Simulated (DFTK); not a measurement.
**ScSi2 under changes of volume**

One of the cells (14.965 Å³/atom); the others are scaled copies at fixed shape and fractional positions:

```xyz
3
Lattice="3.6600 0.0000 0.0000 -1.8300 3.1697 0.0000 0.0000 0.0000 3.8700" Properties=species:S:1:pos:R:3 pbc="T T T"
Sc    0.0000    0.0000    0.0000
Si    1.8300    1.0566    1.9350
Si    0.0000    2.1131    1.9350
```

| Item | Value |
| --- | --- |
| Program | DFTK 0.8.2 |
| Functional | PBE |
| Potentials or basis | dojo.nc.sr.pbe.v0_4_1.standard.upf (PBE) |
| Cutoff | 1061 eV |
| k mesh | 8 × 8 × 7 |
| Occupations | fermi-dirac, width 0.05 eV |
| Spin | no spin polarisation |

```tsv
volume (Å³/atom)	energy over the lowest point (meV/atom)	pressure (GPa)
14.067	285.17	38.3
14.367	218.10	33.4
14.666	?	?
14.965	109.47	24.9
15.265	66.48	21.1
15.564	30.17	17.7
15.863	0.00	14.6
```

Problem. What does the run at 14.666 Å³/atom give?

Solution. Energy over the lowest point 159.79 meV/atom; pressure 29.0 GPa.

Worked out: A Birch-Murnaghan fit of order 3 (a polynomial in V^(-2/3)) to the other rows has no minimum within the range. It gives 159.83 meV/atom at 14.666 Å³/atom, against the run's 159.79, and -dE/dV = 29.0 GPa, against 29.0.

Energies are extrapolated to zero smearing.
